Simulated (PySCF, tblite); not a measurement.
# C₄H₉FO₃Si: geometry, infrared bands and NMR shifts

What infrared bands and NMR shifts should C₄H₉FO₃Si (`CO[Si](O)(/C=C\F)OC`) show?

Programs: tblite 0.8.0 and PySCF 2.14.0, with density-fitted response routines of our own. Each step states its level of theory. These are calculated values for one molecule in the gas phase, unless marked as measured. Atoms count from 0, in the outputs and in this text.

### Step 1. The starting structure

18 atoms, charge 0, multiplicity 1; geometry from: force field or distance geometry start.

Bonds of the start (Å): C0–O1 1.43, O1–Si2 1.67, Si2–O3 1.65, Si2–C4 1.82, C4–C5 1.33, C5–F6 1.34, Si2–O7 1.66, O7–C8 1.42, C0–H9 1.10, C0–H10 1.10, C0–H11 1.09, O3–H12 0.96, C4–H13 1.08, C5–H14 1.09, C8–H15 1.11, C8–H16 1.09, C8–H17 1.10.

### Step 2. Optimising the geometry with GFN2-xTB

What the job is given:

```
{"job": {"kind": "relax", "xc": "GFN2-xTB", "basis": "xTB"}, "charge": 0, "multiplicity": 1}
C     -0.979200     0.607800     2.098400
O     -0.850900     0.993600     0.730500
Si     0.074700     0.025700    -0.262000
O     -0.261400    -1.553600     0.061400
C      1.847700     0.369300    -0.036500
C      2.833200    -0.519500    -0.117700
F      2.625400    -1.822000    -0.365200
O     -0.375000     0.321700    -1.835800
C     -1.755000     0.269300    -2.167100
H     -1.546800    -0.330800     2.198600
H     -1.566000     1.388000     2.607700
H     -0.019700     0.527400     2.601300
H      0.372400    -2.173900    -0.316900
H      2.076800     1.411500     0.148300
H      3.889400    -0.305000     0.010600
H     -2.322600     1.059000    -1.635500
H     -2.192600    -0.707100    -1.947800
H     -1.859200     0.444900    -3.243900
```

Command:

```console
OMP_NUM_THREADS=1 python probes_run.py task.json out
```

This one command runs all jobs of the session in turn.

**Question.** This job is followed by: GFN2-xTB harmonic vibrations, gas phase; GIAO PBE0/pcSseg-1 NMR shielding, non-relativistic, gas phase. Predict these results of the whole session: strongest single infrared mode (GFN2-xTB); zero-point energy (GFN2-xTB); ¹³C shifts against TMS (PBE0/pcSseg-1, means over atoms taken as alike); ¹H shifts against TMS (PBE0/pcSseg-1, means over atoms taken as alike); ¹⁷O shifts against H2O (PBE0/pcSseg-1, means over atoms taken as alike); ²⁹Si shifts against TMS (PBE0/pcSseg-1); ¹⁹F shifts against CFCl3 (PBE0/pcSseg-1).

The runs gave:

| quantity | value |
| --- | --- |
| strongest single infrared mode (GFN2-xTB) | 864 cm⁻¹, 359 km/mol |
| zero-point energy (GFN2-xTB) | 82.2 kcal/mol |
| ¹³C shifts against TMS (PBE0/pcSseg-1, means over atoms taken as alike) | 169.2, 109.3, 52.7 ppm |
| ¹H shifts against TMS (PBE0/pcSseg-1, means over atoms taken as alike) | 7.07, 4.82, 3.92, 2.56 ppm |
| ¹⁷O shifts against H2O (PBE0/pcSseg-1, means over atoms taken as alike) | 61.0, 31.4 ppm |
| ²⁹Si shifts against TMS (PBE0/pcSseg-1) | -65.2 ppm |
| ¹⁹F shifts against CFCl3 (PBE0/pcSseg-1) | -101.6 ppm |

In words: Over 96 steps the energy fell by 0.296 eV; of the close pairs, Si2–C4 changed most, 1.820 to 1.889 Å. All 48 modes are real, so the xTB geometry is a minimum. The strongest single mode, at 864 cm⁻¹, moves mainly H12. GFN2-xTB is a fitted tight-binding method: band positions and strengths are rough. Its intensities can rank the bands wrongly. At PBE0/pcSseg-1: Shielding is most anisotropic at F6 (span 221 ppm, paramagnetic term -205 ppm).
